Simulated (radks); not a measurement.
# Sn inside a hard spherical wall

Aim: energy, levels and pressure of Sn as a wall, at which all orbitals vanish, closes in. The configuration stays [Kr] 4d10 5s2 5p2.

Method: scalar-relativistic Kohn-Sham, PBEsol, spin-polarised, spherical densities, point nucleus; open shells are filled with parallel spins first. Code: radks (a radial shooting solver on a logarithmic mesh, Libxc functionals) version 1.

### 1 The system

- element: tin (Z = 50)
- charge: 0
- electrons: 50
- configuration: [Kr] 4d10 5s2 5p2

Outer shells as boxes (Hund's rule):

Sn
```
[Kr] core
4d [↑↓][↑↓][↑↓][↑↓][↑↓]
5s [↑↓]
5p [↑ ][↑ ][  ]
```

### 2 The free atom

The run's settings:

```text
Z 50
configuration [Kr] 4d10 5s2 5p2 6s0 4f0 5d0
relativity scalar-relativistic
functional pbe_sol,pbe_sol
spin polarised
nucleus point
c 137.035999084
```

### 3 Wall at 20 bohr

Input: that of step 2 with these lines changed.

```diff
@@ -6,2 +6,3 @@
 nucleus point
+wall 20 bohr
 c 137.035999084
```

### 4 Wall at 12 bohr

Input: that of step 3 with these lines changed.

```diff
@@ -6,3 +6,3 @@
 nucleus point
-wall 20 bohr
+wall 12 bohr
 c 137.035999084
```

### 5 Wall at 7 bohr

Input: that of step 4 with these lines changed.

```diff
@@ -6,3 +6,3 @@
 nucleus point
-wall 12 bohr
+wall 7 bohr
 c 137.035999084
```

### 6 Wall at 6 bohr

Input: that of step 5 with these lines changed.

```diff
@@ -6,3 +6,3 @@
 nucleus point
-wall 7 bohr
+wall 6 bohr
 c 137.035999084
```

### 7 Wall at 5 bohr

Input: that of step 6 with these lines changed.

```diff
@@ -6,3 +6,3 @@
 nucleus point
-wall 6 bohr
+wall 5 bohr
 c 137.035999084
```

### 8 Wall at 4 bohr

Input: that of step 7 with these lines changed.

```diff
@@ -6,3 +6,3 @@
 nucleus point
-wall 5 bohr
+wall 4 bohr
 c 137.035999084
```

### 9 Wall at 2.5 bohr

Input: that of step 8 with these lines changed.

```diff
@@ -6,3 +6,3 @@
 nucleus point
-wall 4 bohr
+wall 2.5 bohr
 c 137.035999084
```

What does the calculation give? Wanted: for each run, R; E − E(free); ε(5p); ε(6s, empty); ε(5d, empty); ε(4f, empty); pressure.

As calculated:

| R (bohr) | E − E(free) (eV) | ε(5p) (eV) | ε(6s, empty) (eV) | ε(5d, empty) (eV) | ε(4f, empty) (eV) | pressure (GPa) |
| --- | --- | --- | --- | --- | --- | --- |
| free | 0.000 | -4.171 | - | - | - | 0 |
| 20 | 0.000 | -4.171 | -0.485 | - | - | < 0.0001 |
| 12 | 0.002 | -4.165 | -0.139 | 1.187 | 3.305 | 0.00114 |
| 7 | 0.395 | -3.620 | 3.815 | 3.843 | 8.853 | 0.767 |
| 6 | 1.220 | -2.853 | 7.502 | 5.854 | 11.815 | 3.35 |
| 5 | 3.988 | -0.925 | 15.472 | 9.973 | 16.746 | 16.8 |
| 4 | 14.329 | 4.365 | 34.636 | 19.575 | 25.632 | 104 |
| 2.5 | 149.24 | 47.836 | 158.95 | 81.352 | 61.693 | 3873 |

**Reading.** Eigenvalues are for spin up. At the tightest wall, 2.5 bohr, the energy stands 149.24 eV above the free atom and the pressure, −dE/dV, is 3873 GPa. Of the levels in the table that exist at both ends, 5p rises most from the free atom (52.007 eV). From R = 4 bohr inwards the highest occupied level lies above zero, pushed up by confinement. Shells are not refilled when levels cross, and a hard wall is a model, not a crystal.
